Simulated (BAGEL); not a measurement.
**CH3ClF2Si (SMILES FC(F)[SiH2]Cl): B3LYP/cc-pVDZ (density fitting with qzvpp-jkfit)**

Aim: the energy change on altering one bond length of CH3ClF2Si at B3LYP/cc-pVDZ (density fitting with qzvpp-jkfit), from 2 runs. 

The results are computed with BAGEL 1.2.2.

### 1 The structure to begin with

CH3ClF2Si: 8 atoms, total charge 0, spin state singlet. SMILES: `FC(F)[SiH2]Cl`. The shape is that of a GFN2-xTB optimisation. This is one conformer, not always the lowest.

Bond lengths: F1–C2 1.363 Å, C2–F3 1.362 Å, C2–Si4 1.944 Å, Si4–Cl5 1.998 Å, C2–H6 1.100 Å, Si4–H7 1.456 Å, Si4–H8 1.457 Å. Some angles: F1–C2–F3 105.9°, F1–C2–Si4 110.5°, F3–C2–Si4 110.6°, C2–Si4–Cl5 106.4°, F1–C2–H6 106.7°, F3–C2–H6 106.7°, Si4–C2–H6 115.9°, C2–Si4–H7 106.6°, C2–Si4–H8 105.9°, Cl5–Si4–H7 111.8°.

### 2 The energy at B3LYP/cc-pVDZ (density fitting with qzvpp-jkfit)

Input file input.json:

```json
{ "bagel" : [

{
  "title" : "molecule",
  "basis" : "cc-pvdz.json",
  "df_basis" : "qzvpp-jkfit",
  "angstrom" : true,
  "geometry" : [
    { "atom" : "F", "xyz" : [    0.012580,   -0.575640,    1.812580 ] },
    { "atom" : "C", "xyz" : [    0.648480,   -0.086290,    0.711180 ] },
    { "atom" : "F", "xyz" : [    1.641910,   -0.973670,    0.427490 ] },
    { "atom" : "Si", "xyz" : [   -0.589030,    0.055360,   -0.781940 ] },
    { "atom" : "Cl", "xyz" : [   -1.695220,    1.685130,   -0.445590 ] },
    { "atom" : "H", "xyz" : [    1.139070,    0.848720,    1.019520 ] },
    { "atom" : "H", "xyz" : [   -1.395900,   -1.156230,   -0.770430 ] },
    { "atom" : "H", "xyz" : [    0.238110,    0.202610,   -1.972810 ] }
  ]
},
{
  "title" : "ks",
  "xc_func" : "b3lyp"
},
{
  "title" : "print",
  "file" : "orbitals.molden",
  "orbitals" : true
}

]}
```

The basis set cc-pVDZ is read from a file made from the Basis Set Exchange's data (not shown).

Started as:

```console
$ BAGEL_NUM_THREADS=1 BAGEL input.json > input.out
```

Log:

```text
* using 1 threads per process

  ===============================================================
  ===============================================================

  *** Geometry ***

  { "atom" : "F", "xyz" : [      0.023773,     -1.087802,      3.425280 ] },
  { "atom" : "C", "xyz" : [      1.225450,     -0.163064,      1.343935 ] },
  { "atom" : "F", "xyz" : [      3.102760,     -1.839970,      0.807839 ] },
  { "atom" : "Si", "xyz" : [     -1.113105,      0.104615,     -1.477652 ] },
  { "atom" : "Cl", "xyz" : [     -3.203502,      3.184434,     -0.842043 ] },
  { "atom" : "H", "xyz" : [      2.152530,      1.603848,      1.926614 ] },
  { "atom" : "H", "xyz" : [     -2.637869,     -2.184958,     -1.455902 ] },
  { "atom" : "H", "xyz" : [      0.449963,      0.382877,     -3.728071 ] },

  Number of auxiliary basis functions:      539

  Since a DF basis is specified, we compute 2- and 3-index integrals:
    o Being stored without compression. Storage requirement is 0.037 GB

  Number of basis functions:       93
  Number of electrons      :       58

    * METHOD: MOLECULE                             0.81

  *** Kohn-Sham DFT ***

    * Removing 15067 points whose weight is below 1.00e-10
    * Grid points: 104181

  === Nuclear Repulsion ===
   292.6642019687

       - DIIS with orbital gradients will be used.

  === KS iteration (b3lyp / cc-pvdz.json) ===
      0       -961.85704225          0.09566124           1.22
      1       -911.02541754          0.15990057           1.09
      2       -816.38535204          0.24327382           1.29
      3       -975.28148356          0.08261889           1.11
      4       -988.68686831          0.02740060           1.08
      5       -988.93527551          0.02320575           1.22
      6       -989.32765843          0.00557067           1.20
      7       -989.34699753          0.00280336           1.14
      8       -989.35340778          0.00111307           1.10
      9       -989.35458885          0.00028828           1.16
     10       -989.35464597          0.00012530           1.03
     11       -989.35465943          0.00002112           1.16
     12       -989.35465970          0.00000693           1.14
     13       -989.35465973          0.00000473           1.10
     14       -989.35465974          0.00000146           0.97
     15       -989.35465974          0.00000099           1.07
     16       -989.35465974          0.00000024           1.12
     17       -989.35465974          0.00000011           1.14
     18       -989.35465974          0.00000003           1.07
     19       -989.35465974          0.00000001           1.03
    * SCF iteration converged.

    * Permanent dipole moment:
           (    0.023110,    -0.237080,     0.487281) a.u.

    * METHOD: KS                                  24.51

    * METHOD: PRINT                                0.02

  ===============================================================
```

It took 26 s on 1 thread of Intel Xeon at 2.50GHz (Skylake/Cascade Lake), shared host; peak memory 0.49 GiB.

### 3 The distorted shape

Input file calc.json:

```json
{ "bagel" : [

{
  "title" : "molecule",
  "basis" : "cc-pvdz.json",
  "df_basis" : "qzvpp-jkfit",
  "angstrom" : true,
  "geometry" : [
    { "atom" : "F", "xyz" : [   -0.379894,   -1.323651,    1.565907 ] },
    { "atom" : "C", "xyz" : [    0.256006,   -0.834301,    0.464507 ] },
    { "atom" : "F", "xyz" : [    1.249436,   -1.721681,    0.180817 ] },
    { "atom" : "Si", "xyz" : [   -0.981504,   -0.692651,   -1.028613 ] },
    { "atom" : "Cl", "xyz" : [   -2.087694,    0.937119,   -0.692263 ] },
    { "atom" : "H", "xyz" : [    1.139070,    0.848720,    1.019520 ] },
    { "atom" : "H", "xyz" : [   -1.788374,   -1.904241,   -1.017103 ] },
    { "atom" : "H", "xyz" : [   -0.154364,   -0.545401,   -2.219483 ] }
  ]
},
{ "title" : "ks", "xc_func" : "b3lyp" },
{ "title" : "print", "file" : "orbitals.molden", "orbitals" : true }

]}
```

The basis set cc-pVDZ is read from a file made from the Basis Set Exchange's data (not shown).

Started as:

```console
$ BAGEL_NUM_THREADS=1 BAGEL calc.json > calc.out
```

Log:

```text
* using 1 threads per process

  ===============================================================
  ===============================================================

  *** Geometry ***

  { "atom" : "F", "xyz" : [     -0.717896,     -2.501338,      2.959135 ] },
  { "atom" : "C", "xyz" : [      0.483781,     -1.576600,      0.877791 ] },
  { "atom" : "F", "xyz" : [      2.361092,     -3.253506,      0.341695 ] },
  { "atom" : "Si", "xyz" : [     -1.854774,     -1.308921,     -1.943797 ] },
  { "atom" : "Cl", "xyz" : [     -3.945170,      1.770898,     -1.308187 ] },
  { "atom" : "H", "xyz" : [      2.152530,      1.603848,      1.926614 ] },
  { "atom" : "H", "xyz" : [     -3.379537,     -3.598494,     -1.922046 ] },
  { "atom" : "H", "xyz" : [     -0.291706,     -1.030659,     -4.194215 ] },

  Number of auxiliary basis functions:      539

  Since a DF basis is specified, we compute 2- and 3-index integrals:
    o Being stored without compression. Storage requirement is 0.037 GB

  Number of basis functions:       93
  Number of electrons      :       58

    * METHOD: MOLECULE                             0.71

  *** Kohn-Sham DFT ***

    * Removing 14305 points whose weight is below 1.00e-10
    * Grid points: 104943

  === Nuclear Repulsion ===
   289.1760865494

       - DIIS with orbital gradients will be used.

  === KS iteration (b3lyp / cc-pvdz.json) ===
      0       -962.77366867          0.09257217           1.17
      1       -917.98980476          0.19257961           0.93
      2       -815.18060670          0.22196615           0.94
      3       -928.59248436          0.25148007           1.00
      4       -984.08883287          0.05949473           1.10
      5       -983.37085188          0.07509200           0.91
      6       -988.84815261          0.01996104           0.94
      7       -988.88394215          0.01981196           1.11
      8       -989.23137334          0.00369754           1.29
      9       -989.23569277          0.00301377           1.15
     10       -989.24297303          0.00036667           1.09
     11       -989.24312103          0.00008761           1.24
     12       -989.24313095          0.00002614           1.22
     13       -989.24313142          0.00000538           1.07
     14       -989.24313142          0.00000449           0.87
     15       -989.24313145          0.00000067           0.97
     16       -989.24313145          0.00000024           1.12
     17       -989.24313145          0.00000013           1.25
     18       -989.24313145          0.00000003           1.24
     19       -989.24313145          0.00000001           1.06
     20       -989.24313145          0.00000000           1.04
    * SCF iteration converged.

    * Permanent dipole moment:
           (    0.330781,     0.252166,     0.683762) a.u.

    * METHOD: KS                                  24.46

    * METHOD: PRINT                                0.02

  ===============================================================
```

Run time: 26 s. Hardware: 1 thread of Intel Xeon at 2.50GHz (Skylake/Cascade Lake), shared host; peak memory 0.49 GiB.

### 4 Summary of results

Level: B3LYP/cc-pVDZ (density fitting with qzvpp-jkfit).

```
                                                         quantity          value
                                        first shape: total energy  -989.35466 Eh
                                       first shape: dipole moment         1.38 D
                                         first shape: HOMO energy       -8.10 eV
                                         first shape: LUMO energy       -0.06 eV
                                       first shape: HOMO–LUMO gap        8.04 eV
                                    distorted shape: total energy  -989.24313 Eh
                                   distorted shape: dipole moment         2.03 D
                                     distorted shape: HOMO energy       -7.37 eV
                                     distorted shape: LUMO energy       -2.32 eV
                                   distorted shape: HOMO–LUMO gap        5.04 eV
energy change with the C2–H6 bond stretched from 1.100 to 1.980 Å       3.035 eV
```

In words: With the C2–H6 bond stretched from 1.100 to 1.980 Å the energy rises by 3.03 eV (70 kcal/mol). The first shape isn't relaxed at this level, so the change isn't measured from a minimum. A restricted reference can't describe the breaking bond well at this length.
